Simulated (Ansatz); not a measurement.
CH6ClFSi2, SMILES FC[SiH]([SiH3])Cl, a ladder of methods at one geometry

Computed with Ansatz 0.2.0 through its Python package.

Typed at the interpreter:
```pycon
>>> from pathlib import Path
>>> import ansatz
>>> import numpy as np
>>> GEOMETRY = '''
... F    -1.85540    0.96680    0.66220
... C    -0.67900    1.49020    0.30730
... Si    0.13890    0.29330   -0.80830
... Si    0.48740   -1.67990    0.33530
... Cl    2.01190    1.04090   -1.34290
... H    -0.12400    1.68840    1.23440
... H    -0.80350    2.46040   -0.17860
... H    -0.53040    0.11300   -2.08080
... H     1.18780   -2.65750   -0.42750
... H     1.14690   -1.47150    1.64050
... H    -0.91520   -2.30110    0.67900
... '''
>>> molecule = ansatz.Crystal.molecule()
>>> for line in GEOMETRY.strip().splitlines():
...     symbol, *xyz = line.split()
...     molecule = molecule.atom(symbol, [float(v) for v in xyz])
...
>>> setup = molecule.calculation().basis(gaussian='def2-SVP')
>>> print('functional    E (Ha)        dipole (D)   HOMO (eV)  LUMO (eV)')
functional    E (Ha)        dipole (D)   HOMO (eV)  LUMO (eV)
>>> for name in ['hf', 'lc_wpbe', 'revpbe', 'b3lyp', 'r2scan0']:
...     rep = setup.functional(name).forces().orbitals().run(threads=1, runs_dir='runs').report
...     lines = Path(rep['orbitals_path']).read_text().splitlines()
...     field_of = lambda key: [line.split('=')[1].strip() for line in lines if line.startswith(key)]
...     orbitals = [(27.211386 * float(e), s, float(n)) for e, s, n in zip(field_of('Ene='), field_of('Spin='), field_of('Occup='))]
...     homo = max(e for e, _, n in orbitals if n > 0.5)
...     lumo = min(e for e, _, n in orbitals if n < 0.5)
...     dipole = 4.803205 * np.linalg.norm(rep['charge_distribution']['dipole_moment_e_ang'])
...     print(f'{name:10s} {rep["free_energy_ev"] / 27.211386246:14.6f} {dipole:9.3f} {homo:11.3f} {lumo:10.3f}')
...
hf           -1177.751156     0.545     -11.007      3.113
lc_wpbe      -1179.939752     0.578     -10.719      1.809
revpbe       -1180.068275     0.647      -6.758     -1.192
b3lyp        -1180.381104     0.576      -7.817     -0.520
r2scan0      -1180.153194     0.571      -8.310     -0.341
```

Reading the output:
- Total energies depend on the basis set; only differences at equal settings carry meaning.
- The geometry is a force-field or estimated start, not a minimum of this method, and the basis set is short of its limit. A lower total doesn't mark the better method: functionals have no common bound, and MP2 and coupled cluster aren't variational.
- b3lyp holds the VWN-RPA fit, as in Gaussian; the form of ORCA and Turbomole is b3lyp5.
- Levels such as HOMO and LUMO are orbital energies: with these approximate functionals they aren't the ionisation energy and electron affinity, and their gap isn't the fundamental gap.
- Run time: 29 s on 1 thread of Arm Neoverse V1 (shared host), peak memory 0.34 GiB.
